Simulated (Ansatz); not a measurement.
# C2HF3O2: a ladder of functionals and wavefunction methods, part 2 of 2

Ansatz 0.2.0, Gaussian basis; functionals in def2-TZVPP, the program's frozen cores in correlated methods. Earlier steps stand in the parts before.

### Step 15. LC-ωPBE (range-separated)

Contents of in.yaml:

```yaml
crystal:
  periodic: [false, false, false]
  atoms:
    - {symbol: O, position_ang: [1.712792, -0.317376, 0.222682]}
    - {symbol: C, position_ang: [0.522835, -0.357105, 0.207682]}
    - {symbol: O, position_ang: [-0.242429, -1.311405, 0.723553]}
    - {symbol: C, position_ang: [-0.359459, 0.734348, -0.438366]}
    - {symbol: F, position_ang: [0.394226, 1.690421, -0.948593]}
    - {symbol: F, position_ang: [-1.173108, 1.269724, 0.470766]}
    - {symbol: F, position_ang: [-1.103654, 0.210443, -1.411584]}
    - {symbol: H, position_ang: [0.340998, -1.976051, 1.117960]}
basis:
  gaussian: {orbitals: def2-TZVPP}
hamiltonian: {xc: {name: LC-wPBE}}
output: {orbitals: {seedname: orbitals}}
```

Started as:

```console
$ ansatz run in.yaml --threads 4 --pin off --events-out ev --progress --plain --max-ram 10444MiB
```

Output, shortened:

```text
Functional definition: LC-wPBE
  name "LC-wPBE"
  cite "Vydrov & Scuseria, J. Chem. Phys. 125, 234109 (2006) doi:10.1063/1.2409292"
  cite "Heyd & Scuseria, J. Chem. Phys. 120, 7274 (2004) doi:10.1063/1.1668634"
  cite "Ernzerhof & Perdew, J. Chem. Phys. 109, 3313 (1998) doi:10.1063/1.476928"
  cite "Perdew, Burke & Ernzerhof, Phys. Rev. Lett. 77, 3865 (1996) doi:10.1103/PhysRevLett.77.3865"
  parent pbe
[...]
1189 factors; their error is unknown
313 factors; integrals over basis functions are off by at most 1.9e-5 eV
[...]
mean field -14333.24841841 eV, -526.7371639520 hartree, gradient 8.2e-5 eV, S^2 0.000000; 0 other end points of the search recorded, 0 dependent functions left out
reference -14333.24841842 eV, -526.7371639522 hartree; 28, 28 occupied and 203, 203 virtual orbitals, 1189 factors
Total energy: -14333.24841842 eV, -526.7371639522 hartree
```

Run time: 1.7 s. Hardware: 4 threads of Arm Neoverse V2, shared host.

Atomisation energy: 843.0 kcal/mol (free atoms -14296.691 eV, run apart). HOMO -12.04 eV, LUMO 1.44 eV.

### Step 16. ωB97X-V (range-separated)

Edit in.yaml of step 15 so:

```diff
@@ -13,3 +13,3 @@
   gaussian: {orbitals: def2-TZVPP}
-hamiltonian: {xc: {name: LC-wPBE}}
+hamiltonian: {xc: {name: wB97X-V}}
 output: {orbitals: {seedname: orbitals}}
```

Same command.

Output, shortened:

```text
Functional definition: wB97X-V
  name "wB97X-V"
  cite "Mardirossian & Head-Gordon, Phys. Chem. Chem. Phys. 16, 9904 (2014) doi:10.1039/C3CP54374A"
  cite "Becke, J. Chem. Phys. 107, 8554 (1997) doi:10.1063/1.475007"
  cite "Vydrov & Van Voorhis, J. Chem. Phys. 133, 244103 (2010) doi:10.1063/1.3521275"
[...]
      + integral(e_c_pw_opposite_spin*poly(b97_u_opposite, cos0, cos1)) + vv10(b, c)
1189 factors; their error is unknown
234 factors; integrals over basis functions are off by at most 5.6e-6 eV
[...]
mean field -14336.78830681 eV, -526.8672524510 hartree, gradient 7.8e-5 eV, S^2 0.000000; 0 other end points of the search recorded, 0 dependent functions left out
reference -14336.78830556 eV, -526.8672524051 hartree; 28, 28 occupied and 203, 203 virtual orbitals, 1189 factors
Total energy: -14336.78830556 eV, -526.8672524051 hartree
```

Wall time 5 s (4 threads of Arm Neoverse V2, shared host); peak memory 0.64 GiB.

With the free atoms at this level, -14300.481 eV in sum, the atomisation energy is 837.3 kcal/mol. HOMO -11.70 eV, LUMO 1.39 eV.

### Step 17. ωB97M-V (range-separated)

Edit in.yaml of step 16 so:

```diff
@@ -13,3 +13,3 @@
   gaussian: {orbitals: def2-TZVPP}
-hamiltonian: {xc: {name: wB97X-V}}
-output: {orbitals: {seedname: orbitals}}
+hamiltonian: {xc: {name: wB97M-V}}
+output: {forces: true, orbitals: {seedname: orbitals}}
```

Same command.

Output, shortened:

```text
Functional definition: wB97M-V
  name "wB97M-V"
  cite "Mardirossian & Head-Gordon, J. Chem. Phys. 144, 214110 (2016) doi:10.1063/1.4952647"
  cite "Becke, J. Chem. Phys. 107, 8554 (1997) doi:10.1063/1.475007"
  cite "Vydrov & Van Voorhis, J. Chem. Phys. 133, 244103 (2010) doi:10.1063/1.3521275"
  # Of w^i u^j: cxij and so on, Table III.
[...]
  gx(w, u) = 1 - cx + cx01*u + cx10*w
  gss(w, u) = css00 + css04*u^4 + css10*w + css20*w^2 + css43*w^4*u^3
  gos(w, u) = cos00 + cos10*w + (cos20 + cos21*u)*w^2 + (cos60 + cos61*u)*w^6
[...]
      + integral(e_c_pw_mod_opposite_spin*gos(b97_w_opposite, b97_u_opposite)) + vv10(b, c)
1189 factors; their error is unknown
234 factors; integrals over basis functions are off by at most 5.6e-6 eV
[...]
mean field -14338.03572248 eV, -526.9130941316 hartree, gradient 3.0e-5 eV, S^2 0.000000; 0 other end points of the search recorded, 0 dependent functions left out
[...]
reference -14338.03575289 eV, -526.9130952490 hartree; 28, 28 occupied and 203, 203 virtual orbitals, 1189 factors
Total energy: -14338.03575289 eV, -526.9130952490 hartree
Atom 0 at     1.712792    -0.317376     0.222682 Å, force     0.098987    -0.001205     0.003926 eV/Å
Atom 1 at     0.522835    -0.357105     0.207682 Å, force     0.026092     0.155351    -0.086248 eV/Å
Atom 2 at    -0.242429    -1.311405     0.723553 Å, force    -0.073005    -0.215467     0.119468 eV/Å
Atom 3 at    -0.359459     0.734348    -0.438366 Å, force     0.121896    -0.145306     0.085484 eV/Å
Atom 4 at     0.394226     1.690421    -0.948593 Å, force     0.148365     0.185699    -0.099248 eV/Å
Atom 5 at    -1.173108     1.269724     0.470766 Å, force    -0.142248     0.082139     0.163231 eV/Å
Atom 6 at    -1.103654     0.210443    -1.411584 Å, force    -0.130310    -0.101091    -0.162047 eV/Å
Atom 7 at     0.340998    -1.976051     1.117960 Å, force    -0.049777     0.039879    -0.024566 eV/Å
Dipole moment:    -0.078000    -0.392326     0.219927 e Å
```

It took 7.5 s on 4 threads of Arm Neoverse V2, shared host; peak memory 0.74 GiB.

With the free atoms at this level, -14301.680 eV in sum, the atomisation energy is 838.4 kcal/mol. HOMO -11.65 eV, LUMO 1.32 eV.

### Step 18. B2PLYP (double hybrid)

Edit in.yaml of step 17 so:

```diff
@@ -13,3 +13,2 @@
   gaussian: {orbitals: def2-TZVPP}
-hamiltonian: {xc: {name: wB97M-V}}
-output: {forces: true, orbitals: {seedname: orbitals}}
+hamiltonian: {xc: {name: B2PLYP}}
```

The command is unchanged.

Output, shortened:

```text
Functional definition: B2PLYP
  name "B2PLYP"
  cite "Grimme, J. Chem. Phys. 124, 034108 (2006) doi:10.1063/1.2148954"
  cite "Becke, Phys. Rev. A 38, 3098 (1988) doi:10.1103/PhysRevA.38.3098"
  cite "Lee, Yang & Parr, Phys. Rev. B 37, 785 (1988) doi:10.1103/PhysRevB.37.785"
[...]
1533 factors; integrals over basis functions are off by at most 1.1e-3 eV
[...]
mean field -14319.64228868 eV, -526.2371479069 hartree, gradient 3.8e-6 eV, S^2 0.000000; 0 other end points of the search recorded, 0 dependent functions left out
7 core orbitals not correlated: weight in the atoms' cores, before any rotation towards them, 1.000 or more for the frozen orbitals, at most 0.000 for the correlated occupied ones
reference -14319.64241269 eV, -526.2371524642 hartree; 21, 21 occupied and 203, 203 virtual orbitals, 1533 factors
second order -49.17441936 eV of doubles, -0.00000000 eV of singles
Total energy: -14332.91950592 eV, -526.7250766408 hartree
```

Wall time 4.1 s (4 threads of Arm Neoverse V2, shared host); peak memory 0.61 GiB.

With the free atoms at this level, -14297.194 eV in sum, the atomisation energy is 823.8 kcal/mol.

### Step 19. PBE-QIDH (double hybrid)

Edit in.yaml of step 18 so:

```diff
@@ -13,2 +13,2 @@
   gaussian: {orbitals: def2-TZVPP}
-hamiltonian: {xc: {name: B2PLYP}}
+hamiltonian: {xc: {name: PBE-QIDH}}
```

The command is unchanged.

Output, shortened:

```text
Functional definition: PBE-QIDH
  name "PBE-QIDH"
  cite "Brémond, Sancho-García, Pérez-Jiménez & Adamo, J. Chem. Phys. 141, 031101 (2014) doi:10.1063/1.4890314"
  cite "Perdew, Burke & Ernzerhof, Phys. Rev. Lett. 77, 3865 (1996) doi:10.1103/PhysRevLett.77.3865"
[...]
1533 factors; integrals over basis functions are off by at most 1.1e-3 eV
[...]
mean field -14309.87048576 eV, -525.8780407731 hartree, gradient 9.6e-6 eV, S^2 0.000000; 0 other end points of the search recorded, 0 dependent functions left out
7 core orbitals not correlated: weight in the atoms' cores, before any rotation towards them, 1.000 or more for the frozen orbitals, at most 0.000 for the correlated occupied ones
reference -14309.87049326 eV, -525.8780410487 hartree; 21, 21 occupied and 203, 203 virtual orbitals, 1533 factors
second order -45.83061206 eV of doubles, -0.00000000 eV of singles
Total energy: -14325.14736394 eV, -526.4394556913 hartree
```

Run time: 4 s. Hardware: 4 threads of Arm Neoverse V2, shared host; peak memory 0.61 GiB.

Atomisation energy: 826.7 kcal/mol (free atoms -14289.298 eV, run apart).

### Step 20. Frontier levels by functional

Dipoles come from the runs that computed forces. Levels are read from the orbital files that the runs wrote:

| functional | HOMO (eV) | LUMO (eV) | gap (eV) | dipole (D) |
| --- | --- | --- | --- | --- |
| LDA (SPW92) | -7.68 | -2.52 | 5.16 |  |
| PBE-D4 | -7.42 | -2.18 | 5.25 | 2.14 |
| revPBE-D4 | -7.32 | -2.05 | 5.28 |  |
| BLYP-D4 | -7.37 | -2.09 | 5.28 |  |
| r2SCAN-D4 | -7.81 | -1.98 | 5.83 | 2.21 |
| B97M-V | -7.93 | -1.81 | 6.12 |  |
| PBE0-D4 | -9.21 | -1.07 | 8.13 |  |
| B3LYP-D4 | -8.97 | -1.38 | 7.59 | 2.21 |
| r2SCANh-D4 | -8.48 | -1.57 | 6.91 |  |
| r2SCAN0-D4 | -9.49 | -0.96 | 8.53 |  |
| HSE06-D4 | -8.79 | -1.46 | 7.33 |  |
| BHLYP-D4 | -10.98 | 0.14 | 11.13 |  |
| CAM-B3LYP-D4 | -10.76 | 0.12 | 10.88 |  |
| LC-ωPBE | -12.04 | 1.44 | 13.48 |  |
| ωB97X-V | -11.70 | 1.39 | 13.09 |  |
| ωB97M-V | -11.65 | 1.32 | 12.97 | 2.19 |

### Step 21. CCSD(T) in def2-SVP

Edit in.yaml of step 19 so:

```diff
@@ -12,3 +12,3 @@
 basis:
-  gaussian: {orbitals: def2-TZVPP}
-hamiltonian: {xc: {name: PBE-QIDH}}
+  gaussian: {orbitals: def2-SVP}
+correlation: {method: ccsd_t}
```

Same command.

Output, shortened:

```text
Functional definition: HF
  name "HF"
  cite "Fock, Z. Phys. 61, 126 (1930) doi:10.1007/BF01340294"
  parent pbe
[...]
995 factors; integrals over basis functions are off by at most 1.1e-3 eV
[...]
mean field -14257.67261227 eV, -523.9598043033 hartree, gradient 1.8e-6 eV, S^2 0.000000; 0 other end points of the search recorded, 0 dependent functions left out
7 core orbitals not correlated: weight in the atoms' cores, before any rotation towards them, 1.000 or more for the frozen orbitals, at most 0.000 for the correlated occupied ones
reference -14257.67261227 eV, -523.9598043033 hartree; 21, 21 occupied and 75, 75 virtual orbitals, 995 factors
second order -31.68026943 eV of doubles, -0.00000000 eV of singles
cycle   1  -31.24132893 eV  change    4.4e-1 eV  update   1.3e-1
[...]
cycle  10  -32.11869358 eV  change   -2.3e-5 eV  update   1.1e-5
perturbative correction -0.79445764 eV, -0.0291957796 hartree
Total energy: -14290.58576349 eV, -525.1693403012 hartree
```

Wall time 7 s (4 threads of Arm Neoverse V2, shared host); peak memory 0.55 GiB.

### Step 22. CCSD(T) in def2-TZVPP

Edit in.yaml of step 21 so:

```diff
@@ -12,3 +12,4 @@
 basis:
-  gaussian: {orbitals: def2-SVP}
+  gaussian: {orbitals: def2-TZVPP}
 correlation: {method: ccsd_t}
+output: {orbitals: {seedname: orbitals}}
```

Same command.

Output, shortened:

```text
Functional definition: HF
  name "HF"
  cite "Fock, Z. Phys. 61, 126 (1930) doi:10.1007/BF01340294"
  parent pbe
[...]
1533 factors; integrals over basis functions are off by at most 1.1e-3 eV
[...]
mean field -14275.31570016 eV, -524.6081758245 hartree, gradient 5.2e-6 eV, S^2 0.000000; 0 other end points of the search recorded, 0 dependent functions left out
7 core orbitals not correlated: weight in the atoms' cores, before any rotation towards them, 1.000 or more for the frozen orbitals, at most 0.000 for the correlated occupied ones
reference -14275.31570016 eV, -524.6081758245 hartree; 21, 21 occupied and 203, 203 virtual orbitals, 1533 factors
second order -41.08460562 eV of doubles, -0.00000000 eV of singles
cycle   1  -40.06997847 eV  change     1.0e0 eV  update   1.4e-1
[...]
cycle   9  -41.14586788 eV  change   -2.5e-5 eV  update   3.2e-5
perturbative correction -1.50489965 eV, -0.0553040420 hartree
Total energy: -14317.96646769 eV, -526.1755626215 hartree
```

Wall time 3.3 min (4 threads of Arm Neoverse V2, shared host); peak memory 4.9 GiB.

### Step 23. MP2 in def2-QZVPP

Edit in.yaml of step 22 so:

```diff
@@ -12,4 +12,3 @@
 basis:
-  gaussian: {orbitals: def2-TZVPP}
-correlation: {method: ccsd_t}
-output: {orbitals: {seedname: orbitals}}
+  gaussian: {orbitals: "def2-QZVPP.json"}
+correlation: {method: mp2}
```

Same command.

Output:

```text
Functional definition: HF
  name "HF"
  cite "Fock, Z. Phys. 61, 126 (1930) doi:10.1007/BF01340294"
  parent pbe
  exchange = exact_x
  correlation = 0
2742 factors; integrals over basis functions are off by at most 7.8e-4 eV
mean field evaluation 1: about -14269.7894 eV, gradient 5.9e1 eV
mean field evaluation 2: about -14269.9584 eV, gradient 5.9e1 eV
mean field evaluation 4: about -14275.8408 eV, gradient 5.1e0 eV
mean field evaluation 8: about -14275.9309 eV, gradient 6.1e-1 eV
mean field evaluation 16: about -14275.9333 eV, gradient 1.4e-6 eV
mean field -14275.93330127 eV, -524.6308722467 hartree, gradient 1.4e-6 eV, S^2 0.000000; 0 other end points of the search recorded, 0 dependent functions left out
7 core orbitals not correlated: weight in the atoms' cores, before any rotation towards them, 1.000 or more for the frozen orbitals, at most 0.000 for the correlated occupied ones
reference -14275.93330127 eV, -524.6308722467 hartree; 21, 21 occupied and 401, 401 virtual orbitals, 2742 factors
second order -44.64459859 eV of doubles, -0.00000000 eV of singles
Total energy: -14320.57789986 eV, -526.2715309837 hartree
```

It took 16 s on 4 threads of Arm Neoverse V2, shared host; peak memory 2.4 GiB.

The pieces so far (eV):

| basis | HF | MP2 correlation | CCSD correlation | (T) | total |
| --- | --- | --- | --- | --- | --- |
| def2-SVP | -14257.6726 | -31.6803 | -32.1187 | -0.7945 | -14290.5858 |
| def2-TZVPP | -14275.3157 | -41.0846 | -41.1459 | -1.5049 | -14317.9665 |
| def2-QZVPP | -14275.9333 | -44.6446 |  |  | -14320.5779 (MP2) |

The report of the def2-TZVPP run gives T1 = 0.0140.

### Step 24. Extrapolating to the complete basis

No new run: Hartree-Fock is extrapolated as exp(−7.88√X) and correlation as X^−2.97, with X = 3 and 4; only MP2 was run in the larger set, so CCSD(T) minus MP2 is added from the smaller one.

| level | energy at the limit (eV) |
| --- | --- |
| HF | -14276.0184 |
| MP2 | -14323.3000 |
| CCSD | -14323.3613 |
| CCSD(T) | -14324.8662 |

### Step 25. RPA on PBE orbitals

Edit in.yaml of step 23 so:

```diff
@@ -12,3 +12,4 @@
 basis:
-  gaussian: {orbitals: "def2-QZVPP.json"}
-correlation: {method: mp2}
+  gaussian: {orbitals: def2-TZVPP}
+hamiltonian: {xc: pbe}
+correlation: {method: rpa}
```

Launched as before.

Output, shortened:

```text
Functional definition: PBE
  name "PBE"
  cite "Perdew, Burke & Ernzerhof, Phys. Rev. Lett. 77, 3865 (1996) doi:10.1103/PhysRevLett.77.3865"
  parent pbe
[...]
1533 factors; integrals over basis functions are off by at most 1.1e-3 eV
[...]
mean field -14327.32300031 eV, -526.5194088529 hartree, gradient 9.7e-6 eV, S^2 0.000000; 0 other end points of the search recorded, 0 dependent functions left out
7 core orbitals not correlated: weight in the atoms' cores, before any rotation towards them, 1.000 or more for the frozen orbitals, at most 0.000 for the correlated occupied ones
reference -14272.82002490 eV, -524.5164614503 hartree; 21, 21 occupied and 203, 203 virtual orbitals, 1533 factors
Total energy: -14334.23894252 eV, -526.7735650415 hartree
```

Wall time 4.1 s (4 threads of Arm Neoverse V2, shared host); peak memory 0.57 GiB.

RPA correlation: -61.419 eV. No RPA run of the hydrogen atom was made, so RPA has no atomisation energy below.

### Step 26. Atomisation energies

Atomisation energy = energies of 2 O, 2 C, 3 F, 1 H (separate runs, same level) minus the molecule's; electronic only, no spin-orbit term.

Differences are taken before rounding.

| method | rung | atoms, summed (eV) | atomisation energy (kcal/mol) | from CCSD(T)/CBS (kcal/mol) | time |
| --- | --- | --- | --- | --- | --- |
| LDA (SPW92) | LDA | -14198.044 | 1030.6 | +198.2 | 0.9 s |
| PBE-D4 | GGA | -14289.196 | 882.7 | +50.3 | 1.8 s |
| revPBE-D4 | GGA | -14300.734 | 844.7 | +12.3 | 1.4 s |
| BLYP-D4 | GGA | -14303.489 | 844.0 | +11.6 | 1.4 s |
| r2SCAN-D4 | meta-GGA | -14298.656 | 843.0 | +10.6 | 3.4 s |
| B97M-V | meta-GGA | -14301.161 | 833.8 | +1.4 | 7 s |
| PBE0-D4 | hybrid | -14290.808 | 839.7 | +7.3 | 2 s |
| B3LYP-D4 | hybrid | -14305.682 | 827.2 | -5.2 | 3 s |
| r2SCANh-D4 | hybrid | -14298.404 | 828.7 | -3.7 | 3.5 s |
| r2SCAN0-D4 | hybrid | -14298.046 | 808.1 | -24.3 | 3.6 s |
| HSE06-D4 | hybrid | -14290.153 | 840.9 | +8.6 | 2.2 s |
| BHLYP-D4 | hybrid | -14301.822 | 772.2 | -60.2 | 2.2 s |
| CAM-B3LYP-D4 | range-separated | -14301.214 | 838.6 | +6.2 | 2.2 s |
| LC-ωPBE | range-separated | -14296.691 | 843.0 | +10.7 | 1.7 s |
| ωB97X-V | range-separated | -14300.481 | 837.3 | +4.9 | 5 s |
| ωB97M-V | range-separated | -14301.680 | 838.4 | +6.0 | 7.5 s |
| B2PLYP | double hybrid | -14297.194 | 823.8 | -8.5 | 4.1 s |
| PBE-QIDH | double hybrid | -14289.298 | 826.7 | -5.7 | 4 s |
| HF/def2-TZVPP | wavefunction | -14252.002 | 537.6 | -294.8 |  |
| MP2/def2-TZVPP | wavefunction | -14279.456 | 852.0 | +19.6 |  |
| CCSD/def2-TZVPP | wavefunction | -14282.453 | 784.3 | -48.1 |  |
| CCSD(T)/def2-SVP | wavefunction | -14256.295 | 790.8 | -41.6 | 7 s |
| CCSD(T)/def2-TZVPP | wavefunction | -14282.999 | 806.4 | -26.0 | 3.3 min |
| MP2/CBS | wavefunction | -14285.228 | 878.0 | +45.6 |  |
| CCSD(T)/CBS | wavefunction | -14288.771 | 832.4 | 0 | 3.6 min |

Among the levels timed on like hardware and quicker than the yardstick, those that no quicker one beats, quickest first: LDA (SPW92) (0.9 s, +198.2 kcal/mol); BLYP-D4 (1.4 s, +11.6 kcal/mol); LC-ωPBE (1.7 s, +10.7 kcal/mol); PBE0-D4 (2 s, +7.3 kcal/mol); CAM-B3LYP-D4 (2.2 s, +6.2 kcal/mol); B3LYP-D4 (3 s, -5.2 kcal/mol); r2SCANh-D4 (3.5 s, -3.7 kcal/mol); B97M-V (7 s, +1.4 kcal/mol).

LDA (SPW92), LC-ωPBE, B2PLYP, PBE-QIDH carry no dispersion term (for B3LYP, D4 adds 5.5 kcal/mol).

Times are those of the molecule's run; HF, MP2 and CCSD come out of the CCSD(T) runs, and the limit's time is the sum of the runs that it needs.

### Step 27. From atomisation energies to enthalpies of formation

The vibrations of an earlier PBE0-D4 run give H(298) − E = 29.3 kcal/mol for the molecule; each atom carries 5/2 RT. With the gaseous atoms' enthalpies of formation (O 249.229, C 716.873, F 79.374, H 217.998 kJ/mol, Active Thermochemical Tables 1.112), ΔfH = Σ atoms − (atomisation energy − 17.4 kcal/mol). Measured: -1031.4 kJ/mol (298.15 K; CRC Handbook of Chemistry and Physics).

| method | ΔfH(298) (kcal/mol) | from the measured (kcal/mol) |
| --- | --- | --- |
| LDA (SPW92) | -442.3 | -195.8 |
| PBE-D4 | -294.4 | -47.9 |
| revPBE-D4 | -256.4 | -9.9 |
| BLYP-D4 | -255.8 | -9.3 |
| r2SCAN-D4 | -254.7 | -8.2 |
| B97M-V | -245.6 | +0.9 |
| PBE0-D4 | -251.5 | -5.0 |
| B3LYP-D4 | -238.9 | +7.6 |
| r2SCANh-D4 | -240.4 | +6.1 |
| r2SCAN0-D4 | -219.8 | +26.7 |
| HSE06-D4 | -252.7 | -6.2 |
| BHLYP-D4 | -184.0 | +62.5 |
| CAM-B3LYP-D4 | -250.4 | -3.9 |
| ωB97X-V | -249.0 | -2.5 |
| ωB97M-V | -250.2 | -3.7 |
| B2PLYP | -235.6 | +10.9 |
| PBE-QIDH | -238.5 | +8.0 |
| LC-ωPBE | -254.8 | -8.3 |
| HF/def2-TZVPP | +50.6 | +297.1 |
| MP2/def2-TZVPP | -263.7 | -17.2 |
| CCSD/def2-TZVPP | -196.0 | +50.5 |
| CCSD(T)/def2-SVP | -202.5 | +44.0 |
| CCSD(T)/def2-TZVPP | -218.1 | +28.4 |
| MP2/CBS | -289.7 | -43.2 |
| CCSD(T)/CBS | -244.1 | +2.4 |

### Step 28. What came out

The summary covers parts 1 to 2.

```
                               quantity                                      value
        atomisation energy, CCSD(T)/CBS                             832.4 kcal/mol
functionals within 4.2 kcal/mol (0.5 %)                         B97M-V, r2SCANh-D4
                    farthest beyond LDA                  BHLYP-D4 (-60.2 kcal/mol)
                mean size of error, GGA                              24.7 kcal/mol
           mean size of error, meta-GGA                               6.0 kcal/mol
             mean size of error, hybrid                              18.2 kcal/mol
    mean size of error, range-separated                               6.9 kcal/mol
      mean size of error, double hybrid                               7.1 kcal/mol
              gap, smallest and largest  5.16 eV (LDA (SPW92)), 13.48 eV (LC-ωPBE)
                          T1 diagnostic                                     0.0140
triples share of the correlation energy                                      3.5 %
```

In words: The LDA atomisation energy is off by 198.2 kcal/mol (24 %): it overbinds. PBE-D4 misses by +50.3 kcal/mol. Double hybrids carry the basis error of their MP2 part in triple zeta, and no dispersion term here, so their miss is partly the set-up's. By mean error the best rung here is meta-GGA (6.0 kcal/mol) and the worst beyond LDA is GGA (24.7 kcal/mol). The gap between the best rungs is small, so their order is not settled. The reference freezes the cores and leaves out relativity and excitations past (T), so misses under about 4.2 kcal/mol can't be ranked. Hartree-Fock recovers 65 % of the binding; the rest is correlation. CCSD(T) in def2-SVP is off by -41.6 kcal/mol, which most functionals beat. Orbital gaps span 5.2 to 13.5 eV; exact exchange widens them. Against the measured enthalpy of formation, CCSD(T)/CBS is off by +2.4 kcal/mol and PBE-D4 by -47.9 kcal/mol. Left out at every level are anharmonicity, which would lower the calculated values a little, and the spin-orbit lowering of the O, C, F atoms, which would raise them a little; core-valence correlation, missing in the reference, would lower it.

B97M-V reaches 1.4 kcal/mol from the reference in 7 s, where CCSD(T)/CBS took 3.6 min; the quickest level in the cost chart, LDA (SPW92), takes 0.9 s and misses by 198.2 kcal/mol.
